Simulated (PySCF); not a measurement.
# LiSe⁺ (triplet) with other numerical set-ups

Which parts of the numerical set-up matter for LiSe⁺ (triplet)? Each run edits the base script.

Method: each script names its method and basis; program: PySCF 2.14.0.

3 further runs of the same task are left out: 3 that didn't finish.

## (1) The starting structure

LiSe⁺ (triplet): 2 atoms, charge 1, spin multiplicity 3.

Bond lengths: Li1–Se2 2.441 Å.

## (2) The base run

Input file input.py:

```python
from pyscf import gto, scf, tdscf

mol = gto.M(
    atom='Li 0 0 0; Se 0 0 2.441',
    basis='x2c-svpall',
    charge=1,
    spin=2,
    verbose=4,
)
mf = scf.UHF(mol)
mf = mf.sfx2c1e()
mf.kernel()
td = tdscf.TDA(mf)
td.nstates = 4
td.kernel()
td.analyze()
mf.dip_moment()
print('orbital energies (hartree):', [e[max(0, n-3):n+3].round(4) for e, n in zip(mf.mo_energy, mol.nelec)])
```

Command:

```bash
$ OMP_NUM_THREADS=1 python input.py
```

The log of this run is left out.

It gives: E(SCF) = -2434.919594 Eh, 10 cycles, ⟨S²⟩ = 2.008, excitations 1.08, 1.08, 6.86, 7.99 eV.

The bond length is a typed value, not an optimised one. The dipole of an ion depends on the origin. The triplet is typed in the script; nothing here shows that it is the ground state.

## (3) Cartesian functions on

Edit 1 changes Cartesian functions: off → on.

Input file input.py:

```python
from pyscf import gto, scf, tdscf

mol = gto.M(
    atom='Li 0 0 0; Se 0 0 2.441',
    basis='x2c-svpall',
    charge=1,
    spin=2,
    cart=True,
    verbose=4,
)
mf = scf.UHF(mol)
mf = mf.sfx2c1e()
mf.kernel()
td = tdscf.TDA(mf)
td.nstates = 4
td.kernel()
td.analyze()
mf.dip_moment()
print('orbital energies (hartree):', [e[max(0, n-3):n+3].round(4) for e, n in zip(mf.mo_energy, mol.nelec)])
```

Command:

```bash
$ OMP_NUM_THREADS=1 python input.py
```

## (4) Cc-pvdz-dk

Edit 2 changes basis set: x2c-svpall → cc-pvdz-dk.

Edit input.py of step 2 so:

```diff
@@ -4,3 +4,3 @@
     atom='Li 0 0 0; Se 0 0 2.441',
-    basis='x2c-svpall',
+    basis='cc-pvdz-dk',
     charge=1,
```

## (5) Density fitting weigend

Edit 3 changes density fitting: none → weigend.

Edit input.py of step 2 so:

```diff
@@ -11,2 +11,3 @@
 mf = mf.sfx2c1e()
+mf = mf.density_fit(auxbasis='weigend')
 mf.kernel()
```

**Question.** What will these runs give? Wanted: for each run, E(SCF); from base; gap, α spin; after the SCF.

The runs gave:

```tsv
run	E(SCF) (hartree)	from base (eV)	cycles	gap, α spin (eV)	functions	after the SCF
base	-2434.919594	0	10	12.63	41	lowest root found 1.08 eV
Cartesian functions on	-2434.924159	-0.1242	10	12.63	44	lowest root found 1.08 eV
cc-pvdz-dk	-2435.241054	-8.7474	9	12.59	41	lowest root found 1.05 eV
density fitting weigend	-2411.149566	+646.8154	10	12.71	41	lowest root found 1.06 eV
```

The largest comparable shift of the SCF energy, +646.815 eV, comes with the run “density fitting weigend”. cc-pvdz-dk (41 functions) gives an energy 8.75 eV lower than x2c-svpall (41).
